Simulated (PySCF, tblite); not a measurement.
# C4H6O2S2Si: geometry, infrared bands and NMR shifts

What infrared bands and NMR shifts should C4H6O2S2Si (`CS[SiH2]SC(=C=O)C=O`) show?

Programs: tblite 0.8.0 and PySCF 2.14.0, with density-fitted response routines of our own. Each step states its level of theory. These are calculated values for one molecule in the gas phase, unless marked as measured. Atoms count from 0, in the outputs and in this text.

**1. Starting geometry**

15 atoms, charge 0, multiplicity 1; geometry from: force field or distance geometry start.

Bonds of the start (Å): C0–S1 1.82, S1–Si2 2.13, Si2–S3 2.15, S3–C4 1.80, C4–C5 1.31, C5–O6 1.25, C4–C7 1.47, C7–O8 1.26, C0–H9 1.11, C0–H10 1.10, C0–H11 1.13, Si2–H12 1.47, Si2–H13 1.48, C7–H14 1.10.

**2. Geometry optimisation with GFN2-xTB**

Job settings and geometry (Å):

```
{"job": {"kind": "relax", "xc": "GFN2-xTB", "basis": "xTB"}, "charge": 0, "multiplicity": 1}
C      3.623700    -0.396500    -0.238800
S      2.291000    -1.496100     0.329000
Si     0.523900    -0.310300     0.345700
S     -0.999500    -1.016600    -0.992500
C     -2.471700    -0.045200    -0.626400
C     -3.550400    -0.296000    -1.326900
O     -4.585700    -0.513900    -1.998500
C     -2.445600     1.003800     0.397200
O     -1.356200     1.477900     0.827100
H      4.207500    -0.977400    -0.976500
H      4.241000    -0.027400     0.593900
H      3.154000     0.462900    -0.804500
H     -0.015600    -0.287400     1.713300
H      0.800800     1.088600    -0.036500
H     -3.421600     1.341600     0.761100
```

Started as:

```bash
$ OMP_NUM_THREADS=1 python probes_run.py task.json out
```

The driver reads the jobs from task.json and runs them one after another.

**Question.** This job is followed by: GFN2-xTB harmonic vibrations, gas phase; GIAO PBE0/pcSseg-1 NMR shielding, non-relativistic, gas phase. What will the session give for the following? strongest single infrared mode (GFN2-xTB); zero-point energy (GFN2-xTB); 13C shifts against TMS (PBE0/pcSseg-1); 1H shifts against TMS (PBE0/pcSseg-1, means over atoms taken as alike); 33S shifts against CS2 (PBE0/pcSseg-1); 29Si shifts against TMS (PBE0/pcSseg-1); 17O shifts against H2O (PBE0/pcSseg-1).

As calculated:

| quantity | value |
| --- | --- |
| strongest single infrared mode (GFN2-xTB) | 2245 cm⁻¹, 2310 km/mol |
| zero-point energy (GFN2-xTB) | 56.5 kcal/mol |
| 13C shifts against TMS (PBE0/pcSseg-1) | 195.5, 188.0, 53.4, 13.5 ppm |
| 1H shifts against TMS (PBE0/pcSseg-1, means over atoms taken as alike) | 9.27, 6.41, 2.03 ppm |
| 33S shifts against CS2 (PBE0/pcSseg-1) | -133, -159 ppm |
| 29Si shifts against TMS (PBE0/pcSseg-1) | -35.9 ppm |
| 17O shifts against H2O (PBE0/pcSseg-1) | 530.5, 408.8 ppm |

What this shows: The optimisation took 137 steps and gained 1.052 eV; among the close pairs (by a distance rule), C5–O6 changed most, from 1.253 to 1.150 Å. No mode is imaginary among the 39: a minimum at this level. The strongest single mode, at 2245 cm⁻¹, moves mainly C5. GFN2-xTB is a fitted tight-binding method: band positions and strengths are rough. Its intensities can rank the bands wrongly. The most deshielded hydrogen is H14 (hydrogen on an aldehyde carbonyl carbon), at 9.27 ppm: deshielded by the polar, anisotropic C=O bond. At PBE0/pcSseg-1: The largest span, 943 ppm, is at O8, where the paramagnetic term is -597 ppm.
